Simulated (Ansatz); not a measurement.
**TiC+ (sextet): the correlation ladder, def2-QZVPP**

One table from this session's results is given with a row withheld; the runs are named, their logs left out.

Program: Ansatz 0.2.0, Gaussian basis. Level of theory: def2-QZVPP, core rule «outside noble gas», up to 10 orbitals frozen. These are calculated values, not measurements.

Plan: UHF; ROHF; CCSD(T) on UHF.

### What is computed

The geometry is a PBE0/def2-TZVP stationary point (not a proven minimum) of the parent state, kept for this charge and spin.

2 atoms, charge 1, spin multiplicity 6.

Atoms are counted from 1 here; the program's logs count them from 0.

Bond lengths: Ti1–C2 1.805 Å.

The first run:

in.yaml

```yaml
crystal:
  periodic: [false, false, false]
  atoms:
    - {symbol: Ti, position_ang: [0.000000, 0.000000, 0.000000]}
    - {symbol: C, position_ang: [0.000000, 0.000000, 1.805200]}
basis:
  gaussian: {orbitals: "def2-QZVPP.json"}
total_charge: 1
magnetization: {spin_polarized: true, initial_magnetization: 5}
hamiltonian: {xc: hf}
output: {orbitals: {seedname: orbitals}}
```

Launch:

```bash
> ansatz run in.yaml --threads 1 --pin off --events-out ev --progress --plain --max-ram 3968MiB --backend cpu
```

Among the steps run: UHF; ROHF; CCSD(T) on UHF.

One table of the session follows, with a row left open; its other results are not shown here.

| method | from UCCSD(T) (meV) |
| --- | --- |
| ROHF | +4349.3 |
| UHF | +4202.7 |
| UMP2 | ? |
| UCCSD | +214.6 |
| UCCSD(T) | 0 |

Estimate the missing values for UMP2.

The run gave: from UCCSD(T) (meV): +815.9. In the column «from UCCSD(T) (meV)» it lies between UCCSD (+214.6) and UHF (+4202.7).
